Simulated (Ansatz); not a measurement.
# C2H5NSi: the cost of one run

Program: the Python package of Ansatz 0.2.0. Level of theory: Hartree-Fock/def2-SVP. These are calculated values, not measurements.

## 1. The structure

Bond lengths: C1–C2 1.253 Å, C2–N3 1.161 Å, N3–Si4 1.714 Å, C1–H5 1.140 Å, C1–H6 1.095 Å, Si4–H7 1.459 Å, Si4–H8 1.516 Å, Si4–H9 1.524 Å. Angles: C1–C2–N3 178.6°, C2–C1–H5 119.8°, C2–C1–H6 125.0°, H5–C1–H6 114.9°, C2–N3–Si4 164.3°, N3–Si4–H7 112.6°, N3–Si4–H8 105.1°, N3–Si4–H9 110.7°, H7–Si4–H8 109.1°, H7–Si4–H9 112.1°, H8–Si4–H9 106.8°.

No structure file is read: the coordinates are typed or built in the script.

## 2. The script

The input, c2h5nsi.py:

```python
# -*- coding: utf-8 -*-
"""Response of C2H5NSi to a pair of distant point charges."""

import ansatz as az
import numpy as np

system = (
    az.Crystal.molecule()
    .atom("C", (0.2685, 2.0107, -0.9789))
    .atom("C", (0.2112, 0.8434, -0.5277))
    .atom("N", (0.181, -0.2452, -0.1245))
    .atom("Si", (-0.1303, -1.6551, 0.7998))
    .atom("H", (-0.3709, 2.303, -1.8769))
    .atom("H", (0.8266, 2.8343, -0.5224))
    .atom("H", (0.7254, -2.7746, 0.42))
    .atom("H", (-1.5738, -2.0118, 0.5026))
    .atom("H", (-0.0491, -1.351, 2.2909))
)

calculation = (
    system.calculation()
    .basis(gaussian="def2-SVP")
    .functional("hf")
    .forces()
)
# charges +q and -q at -R and +R make a nearly even field 2 k q / R^2 at the centre
centre = np.mean([site.position_ang for site in system.cartesian_sites], axis=0)
field = 2 * 14.399645 * 4.0 / 30.0 ** 2


def dipole(axis, sign):
    arm = 30.0 * np.eye(3)[axis]
    pair = [{"charge": sign * 4.0, "position_ang": (centre - arm).tolist()}, {"charge": -sign * 4.0, "position_ang": (centre + arm).tolist()}]
    deck = calculation.input().set(az.key.basis.gaussian.point_charges, pair)
    return np.array(az.Session.from_dict(deck).plan().execute().report["charge_distribution"]["dipole_moment_e_ang"])


print(f"field {field:.4f} V/A")
alpha = np.array([(dipole(axis, 1) - dipole(axis, -1)) / (2 * field) * 14.399645 for axis in range(3)])
print("polarisability tensor (A^3)")
print(np.array2string(alpha, precision=3, suppress_small=True))
print(f"mean {np.trace(alpha) / 3:.3f} A^3 = {np.trace(alpha) / 3 / 0.14818471:.2f} bohr^3")
```

## 3. What the engine is handed

The engine receives this input (first run):

```yaml
crystal:
  periodic: [false, false, false]
  atoms:
    - { symbol: C, position_ang: [0.2685, 2.0107, -0.9789] }
    - { symbol: C, position_ang: [0.2112, 0.8434, -0.5277] }
    - { symbol: "N", position_ang: [0.181, -0.2452, -0.1245] }
    - { symbol: Si, position_ang: [-0.1303, -1.6551, 0.7998] }
    - { symbol: H, position_ang: [-0.3709, 2.303, -1.8769] }
    - { symbol: H, position_ang: [0.8266, 2.8343, -0.5224] }
    - { symbol: H, position_ang: [0.7254, -2.7746, 0.42] }
    - { symbol: H, position_ang: [-1.5738, -2.0118, 0.5026] }
    - { symbol: H, position_ang: [-0.0491, -1.351, 2.2909] }
basis:
  gaussian:
    orbitals: def2-SVP
    point_charges:
      - { charge: 4.0, position_ang: [-29.990155555555557, -0.005144444444444544, -0.0018999999999999634] }
      - { charge: -4.0, position_ang: [30.009844444444443, -0.005144444444444544, -0.0018999999999999634] }
hamiltonian:
  xc: hf
output:
  forces: true
```

## 4. Running it

Launch:

```bash
$ python c2h5nsi.py
```

What time and memory should one allow on 1 thread of Intel Xeon 6975P-C (Granite Rapids), shared host?

About 4.3 s, with a peak of 0.21 GiB.
